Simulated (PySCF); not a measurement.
**C₄H₉B₂F: a tour of settings, part 1 of 2**

Aim: see how C₄H₉B₂F (`C=C(C)BCBF`) answers to the choice of functional, basis, grid and SCF options.

Computed with PySCF 2.14.0, with density-fitted response routines of our own, on a single molecule, in the gas phase or a continuum. Atoms count from 0, in the outputs and in this text.

## Step 1: The starting structure

16 atoms, charge 0, multiplicity 1; geometry from: GFN2-xTB.

Bonds of the start (Å): C0–C1 1.34, C1–C2 1.50, C1–B3 1.55, B3–C4 1.58, C4–B5 1.57, B5–F6 1.32, C0–H7 1.08, C0–H8 1.08, C2–H9 1.09, C2–H10 1.09, C2–H11 1.09, B3–H12 1.17, C4–H13 1.09, C4–H14 1.09, B5–H15 1.18.

## Step 2: Nuclear shieldings: PBE0/def2-SVP

What the job is given:

```
{"job": {"kind": "nmr", "xc": "PBE0", "basis": "def2-SVP", "pop": true, "scf": {"guess": "vsap", "aux": "def2-universal-jkfit"}}, "charge": 0, "multiplicity": 1}
C      1.745304    -1.614398    -0.370685
C      0.944989    -0.543491    -0.318977
C      1.510137     0.773746     0.139151
B     -0.552437    -0.661585    -0.718824
C     -1.525127     0.584739    -0.693838
B     -2.197415     0.628576     0.724198
F     -1.585976     1.264602     1.707767
H      2.789583    -1.573577    -0.095079
H      1.381960    -2.575847    -0.693428
H      1.460587     1.502419    -0.669320
H      2.548087     0.675757     0.451254
H      0.927953     1.162072     0.972230
H     -0.980298    -1.709133    -1.024245
H     -2.287857     0.475330    -1.462027
H     -0.972141     1.507829    -0.860256
H     -3.214946     0.111905     1.004484
```

Method: GIAO PBE0/def2-SVP NMR shielding, non-relativistic, gas phase.

Run with:

```console
OMP_NUM_THREADS=1 python probes_run.py task.json out
```

The driver reads the jobs from task.json and runs them one after another.

The program printed:

```text
final grid: 127200 points
cycle   1  E = -300.5977595313  dE =  4.474e+00  |g| = 3.954e+00  |ddm| = 2.706e+01
cycle   2  E = -280.5388509642  dE =  2.006e+01  |g| = 8.307e+00  |ddm| = 2.822e+01
cycle   3  E = -305.9017509230  dE = -2.536e+01  |g| = 1.915e+00  |ddm| = 9.134e+00
cycle   4  E = -306.4854494957  dE = -5.837e-01  |g| = 1.250e+00  |ddm| = 2.657e+00
cycle   5  E = -306.8102944691  dE = -3.248e-01  |g| = 2.244e-01  |ddm| = 1.116e+00
cycle   6  E = -306.8206464996  dE = -1.035e-02  |g| = 1.535e-01  |ddm| = 3.681e-01
cycle   7  E = -306.8264266973  dE = -5.780e-03  |g| = 2.795e-02  |ddm| = 1.538e-01
cycle   8  E = -306.8266388334  dE = -2.121e-04  |g| = 1.054e-02  |ddm| = 3.670e-02
cycle   9  E = -306.8266653639  dE = -2.653e-05  |g| = 3.222e-03  |ddm| = 1.011e-02
cycle  10  E = -306.8266681858  dE = -2.822e-06  |g| = 1.128e-03  |ddm| = 4.399e-03
cycle  11  E = -306.8266685252  dE = -3.394e-07  |g| = 2.277e-04  |ddm| = 1.518e-03
cycle  12  E = -306.8266685388  dE = -1.365e-08  |g| = 4.460e-05  |ddm| = 2.877e-04
cycle  13  E = -306.8266685393  dE = -5.224e-10  |g| = 1.215e-05  |ddm| = 5.569e-05
converged SCF energy = -306.8266685393

GIAO shielding tensors (ppm)
atom      isotropic    diamagn.    paramagn.     s11        s22        s33       span
  0 C       50.325     252.629    -202.304    -50.401     50.425    150.950    201.351
  1 C       44.499     251.710    -207.211    -66.907      8.985    191.419    258.326
  2 C      171.494     247.961     -76.467    158.557    166.935    188.990     30.433
  3 B       40.193     201.526    -161.333    -18.966     16.864    122.679    141.645
  4 C      155.960     249.472     -93.512     92.564    169.459    205.856    113.291
  5 B       58.988     196.370    -137.382     -1.531     79.280     99.215    100.746
  6 F      189.432     462.636    -273.204     13.892     68.306    486.098    472.206
  7 H       25.287      31.275      -5.988     21.562     25.238     29.062      7.500
  8 H       25.669      31.871      -6.201     22.699     24.987     29.322      6.623
  9 H       29.563      31.157      -1.594     26.111     28.645     33.933      7.822
 10 H       30.053      30.808      -0.755     26.436     29.154     34.569      8.133
 11 H       29.221      32.761      -3.540     24.530     28.914     34.219      9.689
 12 H       24.622      33.716      -9.094     19.661     26.132     28.072      8.411
 13 H       29.046      29.482      -0.437     26.543     28.294     32.300      5.757
 14 H       29.519      33.348      -3.829     26.154     30.142     32.260      6.107
 15 H       26.214      29.611      -3.396     24.614     24.802     29.227      4.613
```

It took 24 s on 1 thread of Intel Xeon Platinum 8488C, shared host; peak memory 0.67 GiB.

The references, computed at this level on geometries of the same kind, shield at (ppm): 1H TMS 31.81, 13C TMS 196.2, 19F CFCl3 208.9, 11B BF3·OEt2 109.9. Their shielding less the atom's gives the shift. The references are single molecules in the gas phase, so shifts against H2O, NH3, PH3, H3PO4 or CFCl3 are not on the usual liquid scales and can be off by tens of ppm. Atoms listed in one row are averaged.

```
       atoms                           environment  σ (ppm)  δ (ppm)
          C1       fully substituted alkene carbon     44.5    151.7
          C0                  terminal =CH2 carbon     50.3    145.8
          C4                 sp3 CH2 bonded to 2 B    156.0     40.2
          C2                 allylic methyl carbon    171.5     24.7
         H12     hydrogen on a boron bonded to 2 C    24.62     7.18
          H7    hydrogen on a terminal =CH2 carbon    25.29     6.52
          H8    hydrogen on a terminal =CH2 carbon    25.67     6.14
         H15    hydrogen on a boron bonded to C, F    26.21     5.59
    H13, H14  hydrogen on an sp3 CH2 bonded to 2 B    29.28     2.52
H9, H10, H11  hydrogen on an allylic methyl carbon    29.61     2.19
          B3                boron bonded to 2 C, H     40.2     69.7
          B5               boron bonded to C, F, H     59.0     51.0
          F6                  fluorine bonded to B    189.4     19.4
```

Charges from the same density, by scheme (e):

```
atoms  Mulliken    IAO  Hirshfeld  ESP fit
   C0     -0.03  -0.24      -0.06    -0.47
   C1     -0.16  -0.10      -0.06     0.20
   C2     -0.01  -0.41      -0.12    -0.43
   B3      0.01   0.15       0.15     0.22
   C4     -0.19  -0.57      -0.22    -0.45
   B5      0.19   0.43       0.23     0.47
   F6     -0.10  -0.29      -0.11    -0.24
```

Mayer bond orders: C0–C1 1.88, C1–C2 1.04, C1–B3 1.10, B3–C4 1.06, C4–B5 1.02, B5–F6 1.37.

Orbitals, density, ELF and potential are computed afterwards from the orbital file.

Frontier orbitals at PBE0/def2-SVP, with the share of their density that lies nearest to each atom:

```
orbital  energy (eV)                    lies on
   HOMO        -7.74     C0, C1 about 34 % each
   LUMO        -1.85  B3 35 %; C0 18 %; B5 12 %
```

ELF in a plane through or near 6 of the atoms.

Values, 10 rows by 14 columns:
```
0.00 0.00 0.00 0.00 0.00 0.00 0.00 0.00 0.00 0.00 0.00 0.00 0.00 0.00
0.00 0.00 0.00 0.00 0.00 0.00 0.00 0.00 0.00 0.00 0.00 0.00 0.00 0.00
0.00 0.00 0.00 0.22 0.79 0.13 0.62 0.59 0.00 0.02 0.01 0.00 0.00 0.00
0.00 0.00 0.00 0.86 1.00 0.83 0.99 0.92 0.05 0.44 0.23 0.01 0.00 0.00
0.00 0.00 0.02 0.02 0.26 0.59 0.60 0.05 0.05 0.32 0.21 0.09 0.01 0.00
0.00 0.01 0.97 1.00 0.67 0.74 0.59 0.43 0.63 0.60 0.58 0.90 0.24 0.00
0.00 0.00 0.41 0.69 0.27 0.55 0.39 0.33 0.29 0.09 0.38 0.67 0.07 0.00
0.00 0.00 0.00 0.72 1.00 0.86 0.25 1.00 0.93 0.01 0.00 0.00 0.00 0.00
0.00 0.00 0.00 0.04 0.50 0.04 0.04 0.85 0.42 0.00 0.00 0.00 0.00 0.00
0.00 0.00 0.00 0.00 0.00 0.00 0.00 0.00 0.00 0.00 0.00 0.00 0.00 0.00
```
The map spans 11.5 Å across and 9.5 Å up, centred on the molecule. Atoms in the plane (x, y in Å): C0 (-2.2, -0.9), B5 (2.3, 0.1), H7 (-3.1, -0.4), H8 (-2.2, -2.0), H10 (-2.1, 1.6), H11 (-0.4, 1.7).

On the surface of density 0.002 e/bohr³ the electrostatic potential runs, from the 1st to the 99th percentile, from -0.73 V near F6 to 1.29 V near B5.

## Step 3: NMR shieldings: PW91/def2-SVPD

Same as in step 2 but for these lines:

```diff
@@ -1,2 +1,2 @@
-{"job": {"kind": "nmr", "xc": "PBE0", "basis": "def2-SVP", "pop": true, "scf": {"guess": "vsap", "aux": "def2-universal-jkfit"}}, "charge": 0, "multiplicity": 1}
+{"job": {"kind": "nmr", "xc": "PW91", "basis": "def2-SVPD", "pop": true}, "charge": 0, "multiplicity": 1}
 C      1.745304    -1.614398    -0.370685
```

Method: GIAO PW91/def2-SVPD NMR shielding, non-relativistic, gas phase.

The program printed:

```text
coarse grid: 13184 points
cycle   1  E = -306.8800469911  dE =  3.598e-01  |g| = 6.990e-01  |ddm| = 7.782e+00
cycle   2  E = -306.6775433925  dE =  2.025e-01  |g| = 1.178e+00  |ddm| = 2.583e+00
cycle   3  E = -306.9959871798  dE = -3.184e-01  |g| = 1.930e-01  |ddm| = 1.567e+00
cycle   4  E = -307.0033778892  dE = -7.391e-03  |g| = 7.630e-02  |ddm| = 3.991e-01
cycle   5  E = -307.0046923153  dE = -1.314e-03  |g| = 3.656e-02  |ddm| = 1.402e-01
cycle   6  E = -307.0050386696  dE = -3.464e-04  |g| = 9.131e-03  |ddm| = 6.612e-02
cycle   7  E = -307.0050591726  dE = -2.050e-05  |g| = 1.532e-03  |ddm| = 2.138e-02
cycle   8  E = -307.0050597692  dE = -5.967e-07  |g| = 3.992e-04  |ddm| = 4.607e-03
final grid: 127200 points
cycle   9  E = -307.0661899379  dE = -9.485e-05  |g| = 1.103e-02  |ddm| = 2.703e-01
cycle  10  E = -307.0661465735  dE =  4.336e-05  |g| = 1.674e-02  |ddm| = 4.617e-02
cycle  11  E = -307.0662225236  dE = -7.595e-05  |g| = 2.220e-03  |ddm| = 2.576e-02
cycle  12  E = -307.0662235853  dE = -1.062e-06  |g| = 8.022e-04  |ddm| = 4.380e-03
cycle  13  E = -307.0662237659  dE = -1.806e-07  |g| = 2.220e-04  |ddm| = 1.590e-03
cycle  14  E = -307.0662237782  dE = -1.237e-08  |g| = 8.095e-05  |ddm| = 4.343e-04
cycle  15  E = -307.0662237794  dE = -1.152e-09  |g| = 2.014e-05  |ddm| = 1.189e-04
cycle  16  E = -307.0662237795  dE = -9.720e-11  |g| = 5.038e-06  |ddm| = 4.239e-05
converged SCF energy = -307.0662237795

GIAO shielding tensors (ppm)
atom      isotropic    diamagn.    paramagn.     s11        s22        s33       span
  0 C       49.588     302.851    -253.263    -40.968     46.132    143.601    184.569
  1 C       37.036     240.289    -203.253    -70.216     -4.480    185.803    256.019
  2 C      164.814     262.847     -98.033    150.067    159.906    184.471     34.404
  3 B       35.320     233.189    -197.869    -22.698     12.720    115.939    138.636
  4 C      146.365     249.637    -103.273     80.231    159.220    199.643    119.411
  5 B       52.995     207.904    -154.910     -5.856     72.867     91.973     97.829
  6 F      173.495     471.014    -297.519     17.800     35.331    467.355    449.556
  7 H       25.062      38.816     -13.755     21.436     25.169     28.580      7.144
  8 H       25.561      37.208     -11.647     22.887     25.171     28.624      5.737
  9 H       29.441      26.595       2.846     26.256     28.635     33.433      7.177
 10 H       29.841      25.484       4.357     26.657     29.182     33.684      7.027
 11 H       29.107      34.115      -5.008     24.837     28.781     33.704      8.867
 12 H       24.513      33.690      -9.177     19.135     26.497     27.907      8.772
 13 H       28.613      32.348      -3.735     26.560     28.196     31.082      4.522
 14 H       29.094      35.883      -6.788     25.911     29.464     31.909      5.998
 15 H       25.797      26.254      -0.457     24.299     24.564     28.529      4.229
```

Run time: 47 s. Hardware: 1 thread of Intel Xeon Platinum 8488C, shared host; peak memory 0.74 GiB.

Key values: δ C1 152.7, C0 140.1, C4 43.4, C2 24.9, H12 7.28, H7 6.74 ppm.

## Step 4: Shielding tensors: BP86/3-21G in methanol

Same as in step 3 but for these lines:

```diff
@@ -1,2 +1,2 @@
-{"job": {"kind": "nmr", "xc": "PW91", "basis": "def2-SVPD", "pop": true}, "charge": 0, "multiplicity": 1}
+{"job": {"kind": "nmr", "xc": "BP86", "basis": "3-21G", "solvent": "methanol", "pop": true}, "charge": 0, "multiplicity": 1}
 C      1.745304    -1.614398    -0.370685
```

Level: GIAO BP86/3-21G NMR shielding, non-relativistic, IEF-PCM methanol.

The program printed:

```text
coarse grid: 13184 points
cycle   1  E = -305.6032312724  dE =  2.624e-01  |g| = 6.085e-01  |ddm| = 3.705e+00
cycle   2  E = -305.5151584322  dE =  8.807e-02  |g| = 9.001e-01  |ddm| = 1.545e+00
cycle   3  E = -305.6859197593  dE = -1.708e-01  |g| = 1.399e-01  |ddm| = 9.703e-01
cycle   4  E = -305.6896172285  dE = -3.697e-03  |g| = 4.570e-02  |ddm| = 1.629e-01
cycle   5  E = -305.6900757526  dE = -4.585e-04  |g| = 1.872e-02  |ddm| = 5.585e-02
cycle   6  E = -305.6901660551  dE = -9.030e-05  |g| = 4.269e-03  |ddm| = 2.212e-02
cycle   7  E = -305.6901709206  dE = -4.865e-06  |g| = 1.105e-03  |ddm| = 5.478e-03
final grid: 127200 points
cycle   8  E = -305.7310167706  dE = -4.790e-05  |g| = 7.686e-03  |ddm| = 2.961e-02
cycle   9  E = -305.7310030344  dE =  1.374e-05  |g| = 1.044e-02  |ddm| = 1.983e-02
cycle  10  E = -305.7310312462  dE = -2.821e-05  |g| = 1.176e-03  |ddm| = 1.189e-02
cycle  11  E = -305.7310315198  dE = -2.736e-07  |g| = 5.156e-04  |ddm| = 1.588e-03
cycle  12  E = -305.7310315872  dE = -6.744e-08  |g| = 9.597e-05  |ddm| = 5.718e-04
cycle  13  E = -305.7310316246  dE = -3.741e-08  |g| = 2.749e-05  |ddm| = 1.542e-04
cycle  14  E = -305.7310316248  dE = -1.853e-10  |g| = 7.074e-06  |ddm| = 3.502e-05
converged SCF energy = -305.7310316248

GIAO shielding tensors (ppm)
atom      isotropic    diamagn.    paramagn.     s11        s22        s33       span
  0 C       74.020     256.316    -182.296     -8.297     70.699    159.657    167.954
  1 C       68.631     248.210    -179.578    -23.715     36.433    193.177    216.892
  2 C      180.331     249.446     -69.115    168.522    173.837    198.632     30.110
  3 B       58.949     189.977    -131.028      7.174     39.824    129.849    122.674
  4 C      163.373     256.013     -92.640    101.539    178.254    210.326    108.788
  5 B       73.373     190.611    -117.238     23.563     89.211    107.345     83.782
  6 F      166.896     469.179    -302.283    -17.608     21.395    496.902    514.510
  7 H       26.076      31.827      -5.752     22.949     26.110     29.168      6.219
  8 H       26.478      31.239      -4.761     23.966     26.062     29.406      5.440
  9 H       30.349      31.263      -0.914     26.855     29.459     34.733      7.877
 10 H       30.889      32.753      -1.864     27.119     29.643     35.904      8.785
 11 H       30.194      31.127      -0.933     25.393     30.260     34.929      9.537
 12 H       25.306      31.738      -6.433     20.533     27.336     28.048      7.515
 13 H       30.052      31.163      -1.110     27.873     28.760     33.523      5.649
 14 H       30.367      33.041      -2.674     26.921     30.688     33.492      6.570
 15 H       26.567      28.787      -2.221     24.297     25.571     29.832      5.535
```

Wall time 9.2 s (1 thread of Intel Xeon Platinum 8488C, shared host); peak memory 0.51 GiB.

Key values: σ C1 68.6, C0 74.0, C4 163.4, C2 180.3, H12 25.31, H7 26.08 ppm.

(Continued in part 2 of 2.)
